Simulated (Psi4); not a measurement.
# SnF2 (SMILES [F][Sn][F]) at 4 levels

Aim: a comparison of 4 runs (HF/def2-SVP, PBE/STO-3G, PBE/3-21G, r2SCAN/3-21G) of SnF2. 

Program for the calculation: Psi4 1.11.

### 1 The molecule

SnF2: 3 atoms, total charge 0, spin state singlet. SMILES: `[F][Sn][F]`. Geometry: a GFN2-xTB relaxation, a rough one for these elements and not checked as a minimum.

Bond lengths: Sn1–F2 2.077 Å, Sn1–F3 2.076 Å. Angles: F2–Sn1–F3 102.6°.

### 2 Energy and forces at HF/def2-SVP (core potential) (run 1)

input.json reads:

```json
{
  "schema_name": "qcschema_input",
  "schema_version": 1,
  "molecule": {
    "schema_name": "qcschema_molecule",
    "schema_version": 2,
    "symbols": ["Sn", "F", "F"],
    "geometry": [0.00999665, -0.01428633, -1.63489656, 3.05816268, -0.04011889, 0.83726206, -3.06817823, 0.05440522, 0.7976345],
    "molecular_charge": 0,
    "molecular_multiplicity": 1,
    "fix_symmetry": "c1"
  },
  "driver": "gradient",
  "model": {
    "method": "scf",
    "basis": "def2-SVP"
  },
  "keywords": {
    "puream": true,
    "e_convergence": 1e-09,
    "d_convergence": 1e-08,
    "scf_type": "pk",
    "scf_properties": ["LOWDIN_CHARGES", "MULLIKEN_CHARGES", "MAYER_INDICES"]
  }
}
```

Run with:

```bash
$ psi4 --qcschema input.json -n 1 --memory 1600MB
```

stdout:

```text
[...]
    !!!  WARNING: ECP capability is in beta. Please check occupations closely.  !!!
[...]
  Running in c1 symmetry.
[...]
  Nuclear repulsion =  114.128845446963709
[...]
  Multiplicity = 1
[...]
  Nalpha       = 20
  Nbeta        = 20
[...]
    Number of basis functions: 54
[...]
   @RHF iter   1:  -411.97425868385938   -2.44332e+00   1.08703e-02 DIIS/ADIIS
[...]
   @RHF iter  11:  -412.11568464572434   -9.83391e-12   8.70728e-09 DIIS
[...]
  @RHF Final Energy:  -412.11568464572434
   => Energetics <=
    Nuclear Repulsion Energy =            114.1288454469637088
    One-Electron Energy =                -883.6485937101108448
    Two-Electron Energy =                 357.4040636174227643
    Total Energy =                       -412.1156846457243432
[...]
 Multipole Moments:
 ------------------------------------------------------------------------------------
     Multipole            Electronic (a.u.)      Nuclear  (a.u.)        Total (a.u.)
 ------------------------------------------------------------------------------------
 L = 1.  Multiply by 2.5417464519 to convert [e a0] to [Debye]
 Dipole X            :         -0.1393988            0.1284166           -0.0109822
 Dipole Y            :        -22.3907993           20.5376904           -1.8531089
 Dipole Z            :          0.0000000            0.0000000            0.0000000
 Magnitude           :                                                    1.8531414
[...]
  -Total Gradient:
     Atom            X                  Y                   Z
    ------   -----------------  -----------------  -----------------
       1       -0.000286772670    -0.056368335318     0.000000000048
       2       -0.042273672362     0.028484805874    -0.000000000023
       3        0.042560445033     0.027883529445    -0.000000000025
[...]
```

The result, in JSON:

```text
{
 "driver": "gradient",
 "model": {
  "method": "scf",
  "basis": "def2-SVP"
 },
 "success": true,
 "return_result": [-0.0002867726702320476, -0.056368335318026874, 4.7542909471443464e-11, -0.04227367236210805, 0.028484805873720237, -2.2689307131808208e-11, 0.042560445032625044, 0.027883529444811483, -2.4853602339632868e-11],
 "properties": {
  "calcinfo_nbasis": 54,
  "calcinfo_nmo": 54,
  "calcinfo_nalpha": 20,
  "calcinfo_nbeta": 20,
  "calcinfo_natom": 3,
  "nuclear_repulsion_energy": 114.12884544696371,
  "return_energy": -412.11568464572434,
  "return_gradient": [-0.0002867726702320476, -0.056368335318026874, 4.7542909471443464e-11, -0.04227367236210805, 0.028484805873720237, -2.2689307131808208e-11, 0.042560445032625044, 0.027883529444811483, -2.4853602339632868e-11],
  "scf_one_electron_energy": -883.6485937101108,
  "scf_two_electron_energy": 357.40406361742276,
  "scf_dipole_moment": [-0.010982170500390964, -1.853108896153735, 1.7206764323267339e-09],
  "scf_total_energy": -412.11568464572434,
  "scf_total_gradient": [-0.0002867726702320476, -0.056368335318026874, 4.7542909471443464e-11, -0.04227367236210805, 0.028484805873720237, -2.2689307131808208e-11, 0.042560445032625044, 0.027883529444811483, -2.4853602339632868e-11],
  "scf_iterations": 11
 }
}
```

Wall time 3.9 s (1 thread of AMD EPYC 7B13 (Zen 3), shared host); peak memory 0.2 GiB.

### 3 The energy at PBE/STO-3G (run 2)

input.in reads:

```
memory 1600 MB

molecule mol {
  0 1
  Sn     0.005290    -0.007560    -0.865150
  F      1.618310    -0.021230     0.443060
  F     -1.623610     0.028790     0.422090
  units angstrom
  symmetry c1
}

set basis STO-3G
set puream true
set e_convergence 1e-09
set d_convergence 1e-08
set scf_type pk
set dft_radial_points 99
set dft_spherical_points 590

E = energy("pbe")
print_variables()
```

Run with:

```bash
$ psi4 -i input.in -o input.out -n 1
```

input.out:

```text
[...]
  Running in c1 symmetry.
[...]
  Nuclear repulsion =  242.558609137772578
[...]
  Multiplicity = 1
[...]
  Nalpha       = 34
  Nbeta        = 34
[...]
    Number of basis functions: 37
[...]
   @RKS iter   1: -6160.67073395645366   -1.83256e+00   2.37340e-02 DIIS/ADIIS
[...]
   @RKS iter  14: -6161.28941198418761   -4.27463e-11   9.11512e-09 DIIS
[...]
  @RKS Final Energy: -6161.28941198418761
   => Energetics <=
    Nuclear Repulsion Energy =            242.5586091377725779
    One-Electron Energy =               -9012.5987898977182340
    Two-Electron Energy =                2790.6761818032086921
    DFT Exchange-Correlation Energy =    -181.9254130274492525
    Empirical Dispersion Energy =           0.0000000000000000
    VV10 Nonlocal Energy =                  0.0000000000000000
    Total Energy =                      -6161.2894119841876091
[...]
 Multipole Moments:
 ------------------------------------------------------------------------------------
     Multipole            Electronic (a.u.)      Nuclear  (a.u.)        Total (a.u.)
 ------------------------------------------------------------------------------------
 L = 1.  Multiply by 2.5417464519 to convert [e a0] to [Debye]
 Dipole X            :         -0.0246215            0.0250945            0.0004730
 Dipole Y            :         -3.9988988            4.0133747            0.0144759
 Dipole Z            :         -0.0000000           -0.0000000           -0.0000000
 Magnitude           :                                                    0.0144837
[...]
```

Wall time 5.7 s (1 thread of AMD EPYC 7B13 (Zen 3), shared host); peak memory 0.32 GiB.

Run 3 isn't shown in full; the table further down has it.

### 4 Energy and gradient at r2SCAN/3-21G (run 4)

job.json reads:

```json
{
 "schema_name": "qcschema_input",
 "schema_version": 1,
 "molecule": {
  "schema_name": "qcschema_molecule",
  "schema_version": 2,
  "symbols": ["Sn", "F", "F"],
  "geometry": [0.00999665, -0.01428633, -1.63489656, 3.05816268, -0.04011889, 0.83726206, -3.06817823, 0.05440522, 0.7976345],
  "molecular_charge": 0,
  "molecular_multiplicity": 1,
  "fix_symmetry": "c1",
  "fix_com": true,
  "fix_orientation": true
 },
 "driver": "gradient",
 "model": {
  "method": "r2scan",
  "basis": "3-21G"
 },
 "keywords": {
  "puream": true,
  "e_convergence": 1e-09,
  "d_convergence": 1e-08,
  "scf_type": "pk",
  "dft_radial_points": 99,
  "dft_spherical_points": 590
 }
}
```

Run with:

```bash
$ psi4 --qcschema job.json -n 1 --memory 1600MB
```

stdout:

```text
[...]
  Running in c1 symmetry.
[...]
  Nuclear repulsion =  242.558609259097153
[...]
  Multiplicity = 1
[...]
  Nalpha       = 34
  Nbeta        = 34
[...]
    Number of basis functions: 49
[...]
   @RKS iter   1: -6197.15601464796873   -3.29584e+00   1.10832e-02 ADIIS/DIIS
[...]
   @RKS iter  10: -6197.27428674955263   -1.72804e-11   9.14730e-09 DIIS
[...]
  @RKS Final Energy: -6197.27428674955263
   => Energetics <=
    Nuclear Repulsion Energy =            242.5586092590971532
    One-Electron Energy =               -9037.2944791015979717
    Two-Electron Energy =                2779.4363199921540399
    DFT Exchange-Correlation Energy =    -181.9747368992052543
    Empirical Dispersion Energy =           0.0000000000000000
    VV10 Nonlocal Energy =                  0.0000000000000000
    Total Energy =                      -6197.2742867495526298
[...]
  -Total Gradient:
     Atom            X                  Y                   Z
    ------   -----------------  -----------------  -----------------
       1        0.000256748686    -0.000453950317    -0.052058542037
       2        0.045268338824    -0.000468077355     0.026945254547
       3       -0.045531979476     0.000932469500     0.026308978874
[...]
```

The result, in JSON:

```text
{
 "driver": "gradient",
 "model": {
  "method": "r2scan",
  "basis": "3-21G"
 },
 "success": true,
 "return_result": [0.0002567486859514981, -0.00045395031739081876, -0.052058542037243916, 0.04526833882444897, -0.0004680773545530576, 0.02694525454705443, -0.04553197947579096, 0.0009324695000598989, 0.02630897887429126],
 "properties": {
  "calcinfo_nbasis": 49,
  "calcinfo_nmo": 49,
  "calcinfo_nalpha": 34,
  "calcinfo_nbeta": 34,
  "calcinfo_natom": 3,
  "nuclear_repulsion_energy": 242.55860925909715,
  "return_energy": -6197.274286749553,
  "return_gradient": [0.0002567486859514981, -0.00045395031739081876, -0.052058542037243916, 0.04526833882444897, -0.0004680773545530576, 0.02694525454705443, -0.04553197947579096, 0.0009324695000598989, 0.02630897887429126],
  "scf_one_electron_energy": -9037.294479101598,
  "scf_two_electron_energy": 2779.436319992154,
  "scf_xc_energy": -181.97473689920525,
  "scf_dipole_moment": [0.00573667308493897, -0.008686470301232152, -0.9946795536426123],
  "scf_total_energy": -6197.274286749553,
  "scf_total_gradient": [0.0002567486859514981, -0.00045395031739081876, -0.052058542037243916, 0.04526833882444897, -0.0004680773545530576, 0.02694525454705443, -0.04553197947579096, 0.0009324695000598989, 0.02630897887429126],
  "scf_iterations": 10
 }
}
```

Run time: 10 s. Hardware: 1 thread of AMD EPYC 7B13 (Zen 3), shared host; peak memory 0.59 GiB.

### 5 All runs side by side

| run | level | task | core potential | energy (Eh) | dipole moment (D) | HOMO energy (eV) | LUMO energy (eV) | wall time |
| --- | --- | --- | --- | --- | --- | --- | --- | --- |
| 1 | HF/def2-SVP (core potential) | gradient | def2 | -412.115685 | 4.71 | -11.57 | -0.44 | 3.9 s |
| 2 | PBE/STO-3G | energy | none | -6161.289412 | 0.04 | -1.72 | 0.62 | 5.7 s |
| 3 | PBE/3-21G | gradient | none | -6196.731336 | 2.28 | -6.26 | -3.16 | 6.3 s |
| 4 | r2SCAN/3-21G | gradient | none | -6197.274287 | 2.53 | -6.65 | -3.25 | 10 s |

### 6 Outcome

```
                       quantity           value
            run 4: total energy  -6197.27429 Eh
           run 4: dipole moment          2.53 D
             run 4: HOMO energy        -6.65 eV
             run 4: LUMO energy        -3.25 eV
           run 4: HOMO–LUMO gap         3.40 eV
run 4: largest force on an atom      2.709 eV/Å
```

The dipole moment (its size) runs from 0.04 D (PBE/STO-3G) to 4.71 D (HF/def2-SVP). The two ends differ in method and basis and core potential. The two dipoles point in opposite directions. The HOMO–LUMO gap runs from 2.34 eV (PBE/STO-3G) to 11.13 eV (HF/def2-SVP). Totals of different functionals can't be ranked against each other. Some runs of one species differ in core potentials or relativity; totals across that change don't compare. In run 2 the basis is minimal, so the values are rough. In runs 2, 3, 4 relativity is left out where basis or elements ask for it. All runs together took 26 s, the longest 10 s.
